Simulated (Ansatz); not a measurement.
# Ge2Sb2Te5: the cost of one run

Method: DFT PBE+D3(BJ), scalar-relativistic, plane waves, PAW, and further levels as typed in the inputs, in Ansatz 0.2.0.

1 further run of the same task is left out (it didn't finish).

### Step 1. Starting point

Symmetry: P1, No. 1, triclinic system. The conventional cell has a = 11.262 Å, b = 12.040 Å, c = 12.770 Å, α = 90.00°, β = 100.89°, γ = 105.50°. Te (site symmetry 1) is surrounded by 3 Sb at 3.01 Å and 2 Ge at 3.01 Å. Te (site symmetry 1) is surrounded by 4 Sb at 3.01 Å and 2 Ge at 3.01 Å. Te (site symmetry 1) is surrounded by 2 Sb at 3.01 Å and 3 Ge at 3.01 Å. Te (site symmetry 1) has 3 Ge at 3.01 Å and 3 Sb at 3.01 Å as nearest neighbours. Around Te (site symmetry 1) lie 5 Sb at 3.01 Å and 1 Ge at 3.01 Å. Te (site symmetry 1) is surrounded by 3 Ge at 3.01 Å and 2 Sb at 3.01 Å. Te (site symmetry 1) has 1 Sb at 3.01 Å and 3 Ge at 3.01 Å as nearest neighbours. Around Te (site symmetry 1) lie 4 Ge at 3.01 Å. Only part of the 54 independent sites is listed.

Coordinates:

```xyz
54
Lattice="0.0000 0.0000 -12.0400 -9.0300 9.0300 0.0000 6.0200 9.0300 -3.0100" Properties=species:S:1:pos:R:3 pbc="T T T"
Te    0.0000    6.0200  -12.0400
Te    3.0100    9.0300  -12.0400
Te    0.0000    3.0100   -9.0300
Te    3.0100    6.0200   -9.0300
Te    0.0000    0.0000   -6.0200
Te   -3.0100    9.0300  -12.0400
Te    0.0000   12.0400  -12.0400
Te   -3.0100    6.0200   -9.0300
Te    0.0000    9.0300   -9.0300
Te   -3.0100    3.0100   -6.0200
Te    0.0000    6.0200   -6.0200
Te    3.0100    9.0300   -6.0200
Te    0.0000    3.0100   -3.0100
Te    3.0100    6.0200   -3.0100
Te    0.0000    0.0000    0.0000
Te   -6.0200   12.0400  -12.0400
Te   -3.0100   15.0500  -12.0400
Te   -6.0200    9.0300   -9.0300
Te   -3.0100   12.0400   -9.0300
Te   -6.0200    6.0200   -6.0200
Te   -3.0100    9.0300   -6.0200
Te    0.0000   12.0400   -6.0200
Te   -3.0100    6.0200   -3.0100
Te    0.0000    9.0300   -3.0100
Te   -3.0100    3.0100    0.0000
Te   -6.0200   12.0400   -6.0200
Te   -3.0100   15.0500   -6.0200
Te   -6.0200    9.0300   -3.0100
Te   -3.0100   12.0400   -3.0100
Te   -6.0200    6.0200    0.0000
Ge    3.0100    9.0300   -9.0300
Sb    0.0000    3.0100   -6.0200
Sb    3.0100    6.0200   -6.0200
Sb   -9.0300    9.0300   -3.0100
Ge   -6.0200   12.0400   -3.0100
Ge   -3.0100    6.0200   -6.0200
Ge    0.0000    9.0300   -6.0200
Sb   -3.0100    3.0100   -3.0100
Sb    0.0000    6.0200   -3.0100
Sb    3.0100    9.0300   -3.0100
Sb    3.0100    6.0200  -12.0400
Sb    0.0000    0.0000   -9.0300
Ge   -6.0200   12.0400   -9.0300
Sb   -3.0100   15.0500   -9.0300
Sb   -6.0200    9.0300   -6.0200
Ge   -6.0200    6.0200   -3.0100
Sb   -3.0100    9.0300   -3.0100
Ge    0.0000   12.0400   -3.0100
Ge   -3.0100    6.0200  -12.0400
Sb    0.0000    9.0300  -12.0400
Ge   -3.0100    3.0100   -9.0300
Ge    0.0000    6.0200   -9.0300
Ge   -6.0200    9.0300  -12.0400
Ge   -3.0100   12.0400  -12.0400
```

### Step 2. Relaxing cell and atoms: Ge2Sb2Te5, no spin

File input.yaml:

```yaml
crystal:
  lattice:
    - [0.0, 0.0, -12.04]
    - [-9.03, 9.03, 0.0]
    - [6.02, 9.03, -3.01]
  atoms:
    - { symbol: Te, position: [0.9, 0.2666666667, 0.4] }
    - { symbol: Te, position: [0.8, 0.2, 0.8] }
    - { symbol: Te, position: [0.7, 0.1333333333, 0.2] }
    - { symbol: Te, position: [0.6, 0.0666666667, 0.6] }
    - { symbol: Te, position: [0.5, 0.0, 0.0] }
    - { symbol: Te, position: [0.9, 0.6, 0.4] }
    - { symbol: Te, position: [0.8, 0.5333333333, 0.8] }
    - { symbol: Te, position: [0.7, 0.4666666667, 0.2] }
    - { symbol: Te, position: [0.6, 0.4, 0.6] }
    - { symbol: Te, position: [0.5, 0.3333333333, 0.0] }
    - { symbol: Te, position: [0.4, 0.2666666667, 0.4] }
    - { symbol: Te, position: [0.3, 0.2, 0.8] }
    - { symbol: Te, position: [0.2, 0.1333333333, 0.2] }
    - { symbol: Te, position: [0.1, 0.0666666667, 0.6] }
    - { symbol: Te, position: [0.0, 0.0, 0.0] }
    - { symbol: Te, position: [0.9, 0.9333333333, 0.4] }
    - { symbol: Te, position: [0.8, 0.8666666667, 0.8] }
    - { symbol: Te, position: [0.7, 0.8, 0.2] }
    - { symbol: Te, position: [0.6, 0.7333333333, 0.6] }
    - { symbol: Te, position: [0.5, 0.6666666667, 0.0] }
    - { symbol: Te, position: [0.4, 0.6, 0.4] }
    - { symbol: Te, position: [0.3, 0.5333333333, 0.8] }
    - { symbol: Te, position: [0.2, 0.4666666667, 0.2] }
    - { symbol: Te, position: [0.1, 0.4, 0.6] }
    - { symbol: Te, position: [0.0, 0.3333333333, 0.0] }
    - { symbol: Te, position: [0.4, 0.9333333333, 0.4] }
    - { symbol: Te, position: [0.3, 0.8666666667, 0.8] }
    - { symbol: Te, position: [0.2, 0.8, 0.2] }
    - { symbol: Te, position: [0.1, 0.7333333333, 0.6] }
    - { symbol: Te, position: [0.0, 0.6666666667, 0.0] }
    - { symbol: Ge, position: [0.55, 0.2, 0.8] }
    - { symbol: Sb, position: [0.45, 0.1333333333, 0.2] }
    - { symbol: Sb, position: [0.35, 0.0666666667, 0.6] }
    - { symbol: Sb, position: [0.25, 1.0, 0.0] }
    - { symbol: Ge, position: [0.15, 0.9333333333, 0.4] }
    - { symbol: Ge, position: [0.45, 0.4666666667, 0.2] }
    - { symbol: Ge, position: [0.35, 0.4, 0.6] }
    - { symbol: Sb, position: [0.25, 0.3333333333, 0.0] }
    - { symbol: Sb, position: [0.15, 0.2666666667, 0.4] }
    - { symbol: Sb, position: [0.05, 0.2, 0.8] }
    - { symbol: Sb, position: [0.85, 0.0666666667, 0.6] }
    - { symbol: Sb, position: [0.75, 0.0, 0.0] }
    - { symbol: Ge, position: [0.65, 0.9333333333, 0.4] }
    - { symbol: Sb, position: [0.55, 0.8666666667, 0.8] }
    - { symbol: Sb, position: [0.45, 0.8, 0.2] }
    - { symbol: Ge, position: [0.25, 0.6666666667, 0.0] }
    - { symbol: Sb, position: [0.15, 0.6, 0.4] }
    - { symbol: Ge, position: [0.05, 0.5333333333, 0.8] }
    - { symbol: Ge, position: [0.95, 0.4666666667, 0.2] }
    - { symbol: Sb, position: [0.85, 0.4, 0.6] }
    - { symbol: Ge, position: [0.75, 0.3333333333, 0.0] }
    - { symbol: Ge, position: [0.65, 0.2666666667, 0.4] }
    - { symbol: Ge, position: [0.95, 0.8, 0.2] }
    - { symbol: Ge, position: [0.85, 0.7333333333, 0.6] }
scf:
  occupations: { method: gaussian, width: 0.03 }
output:
  forces: true
  stress: true
  eigenvalues: true
hamiltonian:
  xc: pbe
  dispersion: d3bj
  pseudopotentials: { kind: paw, azcp: { folder: soft_1 } }
kpoints:
  mp_grid: { grid: [2, 2, 2] }
relax:
  f_tol: 0.015
  max_steps: 80
  cell: { stress_tol: 0.1 }
```

On the command line:

```
$ ansatz run input.yaml --threads 8 --pin off --max-ram 20480MiB --backend cpu --events-out ev --progress --plain --runs-dir out
```

**Question.** How long does this run take on 8 threads of AMD EPYC 7R43 (Zen 3), shared host, and how much memory does it need?

About 41 min, with a peak of 15 GiB.
